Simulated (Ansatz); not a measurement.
Turn this script for Ansatz 0.2.0, Python API into the input file that the command-line program reads.

`nb3tl_deck.py`
```python
import ansatz as az
import numpy as np

inputs = {
    'crystal': {
        'lattice': [[5.297, 0.0, 0.0], [0.0, 5.297, 0.0], [0.0, 0.0, 5.297]],
        'atoms': [
            {'symbol': 'Nb', 'position': [0.25, 0.0, 0.5]},
            {'symbol': 'Nb', 'position': [0.5, 0.75, 0.0]},
            {'symbol': 'Nb', 'position': [0.75, 0.0, 0.5]},
            {'symbol': 'Nb', 'position': [0.5, 0.25, 0.0]},
            {'symbol': 'Nb', 'position': [0.0, 0.5, 0.75]},
            {'symbol': 'Nb', 'position': [0.0, 0.5, 0.25]},
            {'symbol': 'Tl', 'position': [0.0, 0.0, 0.0]},
            {'symbol': 'Tl', 'position': [0.5, 0.5, 0.5]},
        ],
    },
    'kpoints': {'mp_grid': {'grid': [5, 5, 5]}},
    'hamiltonian': {'xc': 'pbesol'},
    'scf': {'occupations': {'method': 'fermi_dirac', 'width': 0.05}},
    'output': {'forces': True, 'stress': True, 'eigenvalues': True},
}

res = az.Session.from_dict(inputs).plan(threads=1).execute()
data = res.report

print('%-22s %14.5f eV' % ('F = E - TS', data['free_energy_ev']))
print('%-22s %14.5f eV' % ('E', data['internal_energy_ev']))
print('%-22s %14.5f eV' % ('Harris-Foulkes', data['harris_foulkes_ev']))
print('%-22s %14.5f eV' % ('Fermi level', data['fermi_energy_ev']))

print('pressure by term (GPa)')
for term, tensor in data['stress_terms_gpa'].items():
    if np.any(tensor):
        print(f'  {term:28s} {np.trace(np.array(tensor)) / 3:12.3f}')
print(f'  {"total":28s} {np.trace(np.array(data["stress_gpa"])) / 3:12.3f}')

print('band  energy (eV)  occupation (first spin channel), at k =', data['kpoints_frac'][0])
for band, (e, occ) in enumerate(zip(data['eigenvalues_ev'][0], data['occupations'][0]), start=1):
    print(f'{band:4d} {e:12.4f} {occ:9.4f}')

gap = None if 'band_edges_ev' not in data else data['band_edges_ev'][1] - data['band_edges_ev'][0]
print('gap on the k mesh:', 'withheld (metal, or smearing too wide to tell)' if gap is None else f'{gap:.3f} eV')
print('lowest empty less highest filled band, by band count:', round(data['gap_by_band_count_ev'], 3), 'eV')
```

`python nb3tl_deck.py` gives:
```text
DeckWarning: basis.ecutwfc = 420 eV, auto-derived from the records' recommended cutoffs: set by Nb (normal level)
F = E - TS               -49562.95095 eV
E                        -49562.86493 eV
Harris-Foulkes           -49562.95095 eV
Fermi level                  17.25163 eV
pressure by term (GPa)
  kinetic                          2187.686
  hartree                           651.238
  ewald                           -3805.839
  local_pseudopotential            1341.994
  nonlocal_pseudopotential          -86.844
  augmentation                      161.022
  nlcc                             -386.429
  xc                                -64.304
  augmentation_tail                  -0.000
  scf_correction                     -0.000
  pulay_correction                    0.039
  total                              -1.437
band  energy (eV)  occupation (first spin channel), at k = [0.0, 0.0, 0.0]
   1     -37.3277    2.0000
   2     -37.2565    2.0000
   3     -37.2565    2.0000
   4     -37.0387    2.0000
   5     -37.0387    2.0000
   6     -37.0387    2.0000
   7     -14.2461    2.0000
   8     -14.2461    2.0000
   9     -14.0996    2.0000
  10     -13.5725    2.0000
  11     -13.5725    2.0000
  12     -13.5725    2.0000
  13     -13.2219    2.0000
  14     -13.2219    2.0000
  15     -13.2219    2.0000
  16     -13.2011    2.0000
  17     -13.2011    2.0000
  18     -13.2011    2.0000
  19     -13.1102    2.0000
  20     -13.1102    2.0000
  21     -13.1102    2.0000
  22     -12.4811    2.0000
  23     -12.4811    2.0000
  24     -12.4811    2.0000
  25       5.6520    2.0000
  26       5.6520    2.0000
  27       5.7321    2.0000
  28       5.7321    2.0000
  29       5.7646    2.0000
  30       5.7646    2.0000
  31       5.7646    2.0000
  32       5.8362    2.0000
  33       5.8362    2.0000
  34       5.8362    2.0000
  35       8.2069    2.0000
  36       9.8602    2.0000
  37      13.9433    2.0000
  38      13.9433    2.0000
  39      13.9433    2.0000
  40      14.4953    2.0000
  41      14.4953    2.0000
  42      14.4953    2.0000
  43      14.6297    2.0000
  44      14.6297    2.0000
  45      14.8801    2.0000
  46      15.6044    2.0000
  47      15.6044    2.0000
  48      15.6044    2.0000
  49      15.7763    2.0000
  50      16.9632    1.9938
  51      16.9632    1.9938
  52      16.9632    1.9938
  53      17.1859    1.5766
  54      17.1859    1.5766
  55      19.5086    0.0000
  56      19.5086    0.0000
  57      19.5086    0.0000
  58      20.0371    0.0000
  59      20.5812    0.0000
  60      20.5812    0.0000
  61      21.0665    0.0000
  62      21.0665    0.0000
  63      21.0665    0.0000
gap on the k mesh: withheld (metal, or smearing too wide to tell)
lowest empty less highest filled band, by band count: -0.452 eV
```
(Warnings from the package without file and line, repeats left out.)

`input.yaml`:
```yaml
crystal:
  lattice:
    - [5.297, 0.0, 0.0]
    - [0.0, 5.297, 0.0]
    - [0.0, 0.0, 5.297]
  atoms:
    - { symbol: Nb, position: [0.25, 0.0, 0.5] }
    - { symbol: Nb, position: [0.5, 0.75, 0.0] }
    - { symbol: Nb, position: [0.75, 0.0, 0.5] }
    - { symbol: Nb, position: [0.5, 0.25, 0.0] }
    - { symbol: Nb, position: [0.0, 0.5, 0.75] }
    - { symbol: Nb, position: [0.0, 0.5, 0.25] }
    - { symbol: Tl, position: [0.0, 0.0, 0.0] }
    - { symbol: Tl, position: [0.5, 0.5, 0.5] }
kpoints:
  mp_grid: { grid: [5, 5, 5] }
hamiltonian:
  xc: pbesol
scf:
  occupations: { method: fermi_dirac, width: 0.05 }
output:
  forces: true
  stress: true
  eigenvalues: true
```

On the command line:
```console
$ ansatz run input.yaml --threads 1 --pin off --max-ram 3072MiB --backend cpu --events-out ev --progress --plain --runs-dir out
Engine: ansatz 0.2.0, x86_64-unknown-linux-gnu
Pseudopotentials: kind: paw
Pseudopotential: Nb, paw, valence charge 13, recommended cutoff 420 eV (normal), Nb.paw.azcp
Pseudopotential: Tl, paw, valence charge 13, recommended cutoff 420 eV (normal), Tl.paw.azcp
Functional definition: PBEsol
  exchange = pbesol_x
  correlation = pbesol_c
Crystal: 8 atoms, lattice volume = 148.624 Å³
Basis set: ecut = 420 eV, 2945 PW (Γ), exchange–correlation on 72×72×72 points (8 copies of the dense FFT grid, shifted against one another)
Bands: 63, of which v1, the nominal top of the filled ones, is band 52 counted from 1 (51 counted from 0)
Symmetry: 48 space group operations
Space group: Pm-3n (ITA 223), of the structure as read, at distance tolerance 5.3e-5 Å
k-points: 10 of 125
Non-local potential: Nb, projectors of the file, l = 0: 3, l = 1: 2, l = 2: 2, l = 3: 1
Non-local potential: Tl, projectors of the file, l = 0: 2, l = 1: 2, l = 2: 2, l = 3: 1
PAW form: soft (Blöchl's): semilocal exchange-correlation on the pseudo side does not see the compensation charge
PAW frozen core: Nb, regenerated for the run's functional, and the local potential with it (the file was generated under x = pbe(κ = 0.804, μ = 0.2195149727645171), c = pbe(β = 0.06672455060314922))
PAW frozen core: Tl, regenerated for the run's functional, and the local potential with it (the file was generated under x = pbe(κ = 0.804, μ = 0.2195149727645171), c = pbe(β = 0.06672455060314922))
PAW one-centre angular grid: Nb, 590 points (default); XC on 64 Gauss nodes
PAW one-centre angular grid: Tl, 590 points (default); XC on 64 Gauss nodes
Initial density: superposition of atomic densities (neutral atoms: chi_scale 0, normalization atom), corrected by the library's trained network
Initial wavefunctions: pseudopotential atomic-orbital guess
Functional: x = pbesol(κ = 0.804, μ = 0.12345679012345678), c = pbesol(β = 0.046)
SCF iter   1: F=—  HF=-49562.960334 eV  |F-HF|=—  |Δ(HF+E_count)|=         —  Δρ=4.94e-3  dr2=2.78e-2  ethr=1.77e-3  ⟨swp⟩=5.6  Hψ=2350  notcnv=0  defer=7
preconditioner: auto → Kerker (q_TF=auto, 2.571 Å⁻¹)  [metal: Δε(μ)=0.044 eV  Ē_g=7.572 eV  σ=0.050 eV  W_gap=0.22  n_scr=32 (ndim 8)  ℏωp=22.8 eV  f_vac=0.000  D(μ)=9.83/eV (n_scr^D=92)]
SCF iter   2: F=—  HF=-49562.952889 eV  |F-HF|=—  |Δ(HF+E_count)|=   7.45e-3  Δρ=2.59e-3  dr2=7.52e-3  ethr=2.67e-5  ⟨swp⟩=2.1  Hψ=1034  notcnv=0  defer=21
SCF iter   3: F=—  HF=-49562.950770 eV  |F-HF|=—  |Δ(HF+E_count)|=   2.12e-3  Δρ=2.97e-4  dr2=8.57e-5  ethr=7.23e-6  ⟨swp⟩=2.0  Hψ=889  notcnv=0  defer=21
SCF iter   4: F=—  HF=-49562.950946 eV  |F-HF|=—  |Δ(HF+E_count)|=   1.76e-4  Δρ=5.57e-5  dr2=3.74e-6  ethr=8.24e-8  ⟨swp⟩=2.1  Hψ=1004  notcnv=0  defer=21
SCF iter   5: F=—  HF=-49562.950945 eV  |F-HF|=—  |Δ(HF+E_count)|=   7.81e-7  Δρ=1.15e-5  dr2=2.96e-7  ethr=3.60e-9  ⟨swp⟩=2.6  Hψ=1041  notcnv=0  defer=21
SCF iter   6: F=-49562.950945 eV  HF=-49562.950945 eV  |F-HF|=3.91e-9  |Δ(HF+E_count)|=   8.71e-8  Δρ=2.20e-6  dr2=7.85e-9  ethr=9.62e-11  ⟨swp⟩=8.5  Hψ=2218  notcnv=0
SCF 1 converged in 6 iterations: F = -49562.950945 eV  dr2 = 7.85e-9
  greatest PAW one-centre occupation: 0.998 electrons in one spin orbital (limit 2), on the Nb atom at site 5 (counted from 0), in its partial waves of l = 0
SCF converged after 6 iterations
Free energy (F): -49562.950945 eV
Harris-Foulkes:  -49562.950945 eV  (|F-HF|=3.91e-9)
Internal energy: -49562.864930 eV  (E = F + TS)
E sigma→0 (E₀):  -49562.907938 eV
Entropy (-TS):   -0.086015 eV (-10.752 meV/atom)
Fermi energy:    17.251635 eV
--- Per-component energies (eV) ---
  E_band       = -278.620106
  E_kinetic    = 3044.078404
  E_local      = -5544.192025  (includes V_loc(G=0)·N_el)
  E_nonlocal   = 1367.904151
  E_hartree    = 1812.344522
  E_xc         = -1503.995407
  E_vxc        = -1560.023587  (∫ρ·V_xc dr)
  E_paw        = -38148.865954  (= ΣΔE_a)
  E_vpaw       = -1211.075973  (= ΣTr[D̂ρ^β])
  E_aug_tail   = 0.000112  (compensation charges beyond the density's cutoff)
  E_ewald      = -10591.347516
  E_core_change = 1.208784  (= ΣΔE_core)
  E_smearing   = -0.086015  (= −TS)
  E_closure    = 0.000000  (closes the sum)
  Σ components = -49562.950945   (vs F -49562.950945, Δ=0.00e0)
--- Forces (eV/Å), atoms counted from 1 ---
  atom   1  Nb    -0.00000000     0.00000000     0.00000000
  atom   2  Nb    -0.00000000     0.00000000     0.00000000
  atom   3  Nb     0.00000000    -0.00000000     0.00000000
  atom   4  Nb     0.00000000    -0.00000000     0.00000000
  atom   5  Nb     0.00000000     0.00000000    -0.00000000
  atom   6  Nb     0.00000000     0.00000000    -0.00000000
  atom   7  Tl     0.00000000     0.00000000     0.00000000
  atom   8  Tl     0.00000000     0.00000000     0.00000000
  max |Σ_I F_I| component: 2.26e-17 eV/Å
--- Stress (GPa, compression-positive) ---
       -1.437025      -0.000000       0.000000
        0.000000      -1.437025       0.000000
        0.000000       0.000000      -1.437025
  P = ⅓ Tr σ = -1.4370 GPa (-14.370 kbar)
--- Band table (eV; the first three rows and the last of 10) ---
  k-point 0: bands = ["-37.3277", "-37.2565", "-37.2565", "-37.0387", "-37.0387", "-37.0387", "-14.2461", "-14.2461", "-14.0996", "-13.5725", "-13.5725", "-13.5725", "-13.2219", "-13.2219", "-13.2219", "-13.2011", "-13.2011", "-13.2011", "-13.1102", "-13.1102", "-13.1102", "-12.4811", "-12.4811", "-12.4811", "5.6520", "5.6520", "5.7321", "5.7321", "5.7646", "5.7646", "5.7646", "5.8362", "5.8362", "5.8362", "8.2069", "9.8602", "13.9433", "13.9433", "13.9433", "14.4953", "14.4953", "14.4953", "14.6297", "14.6297", "14.8801", "15.6044", "15.6044", "15.6044", "15.7763", "16.9632", "16.9632", "16.9632", "17.1859", "17.1859", "19.5086", "19.5086", "19.5086", "20.0371", "20.5812", "20.5812", "21.0665", "21.0665", "21.0665"]
  k-point 1: bands = ["-37.3168", "-37.2616", "-37.2404", "-37.0618", "-37.0387", "-37.0387", "-14.2401", "-14.1936", "-14.0160", "-13.5686", "-13.5686", "-13.5328", "-13.2599", "-13.2599", "-13.2355", "-13.2114", "-13.1552", "-13.1552", "-13.1214", "-13.1214", "-13.1210", "-12.6592", "-12.4815", "-12.4815", "5.6500", "5.6709", "5.7182", "5.7319", "5.7551", "5.7551", "5.7697", "5.8217", "5.8217", "5.8275", "8.4396", "9.7847", "13.7631", "14.0683", "14.0683", "14.0866", "14.5793", "14.6057", "14.6057", "15.1598", "15.2329", "15.3726", "15.5626", "15.5626", "15.9281", "16.9160", "17.0475", "17.0475", "17.2338", "17.2803", "19.4071", "19.4544", "19.4544", "20.1903", "20.2834", "20.4900", "20.7437", "20.7437", "20.9655"]
  k-point 2: bands = ["-37.2952", "-37.2755", "-37.1906", "-37.1211", "-37.0387", "-37.0387", "-14.2235", "-14.2002", "-13.6337", "-13.5630", "-13.5630", "-13.4356", "-13.3256", "-13.2790", "-13.2790", "-13.1836", "-13.1491", "-13.1487", "-13.1487", "-13.1131", "-13.1131", "-13.1078", "-12.4823", "-12.4823", "5.6567", "5.6848", "5.7058", "5.7269", "5.7282", "5.7282", "5.7846", "5.8065", "5.8105", "5.8105", "9.0065", "9.5313", "13.1871", "13.3719", "14.3088", "14.3088", "14.6304", "14.6304", "15.2586", "15.2658", "15.7104", "15.9379", "15.9379", "16.3087", "16.4357", "16.7057", "16.7358", "16.7358", "17.0023", "17.2342", "18.7026", "19.4386", "19.4386", "19.5510", "19.8449", "19.9150", "20.3933", "20.3933", "20.6328"]
  k-point 9: bands = ["-37.2079", "-37.1939", "-37.1939", "-37.1257", "-37.1257", "-37.1185", "-13.6803", "-13.6803", "-13.6593", "-13.4963", "-13.4951", "-13.3778", "-13.3778", "-13.2743", "-13.2644", "-13.2213", "-13.2213", "-13.1670", "-13.1670", "-13.1459", "-13.1459", "-13.0745", "-13.0695", "-13.0695", "5.6950", "5.6950", "5.6969", "5.6969", "5.7154", "5.7205", "5.7205", "5.7471", "5.7491", "5.7491", "9.8993", "9.9534", "13.6059", "13.9316", "13.9316", "14.6173", "14.6173", "15.0607", "15.6597", "15.7020", "15.7020", "16.1517", "16.2045", "16.2045", "16.9408", "16.9408", "17.3336", "17.4544", "17.4648", "17.4648", "17.8068", "17.8068", "18.3866", "18.3866", "19.6968", "19.6968", "19.7021", "19.7190", "19.8928"]
```

Reading the output:
- Absolute energies stand on the zero of these potentials, so only differences at equal settings mean something. A total without «per atom» is that of the cell as typed.
- The computed bands are complete only to about 2.6 eV above the Fermi level.
- The mesh is modest for a metal, so energies can be off by several to tens of meV an atom and pressures by half a GPa or more; differences at equal mesh fare better.
- Only differences from the Fermi energy are physical; the zero of the scale is a convention.
- A gap by band count of zero or less means overlapping bands, a metal.
- Pressure is positive in compression.
- The starting cell is as deposited in a crystallographic database; the results hold for this polymorph, which needn't be the stable one.
- Gaps and levels are Kohn-Sham values on a finite set of k-points, without spin-orbit coupling.
- Wall time of the script: 3.6 s on 1 thread of Intel(R) Xeon(R) Platinum 8488C (Sapphire Rapids) (shared host), peak memory 0.51 GiB.

(Lines on the test bed's own set-up are left out of the output.)
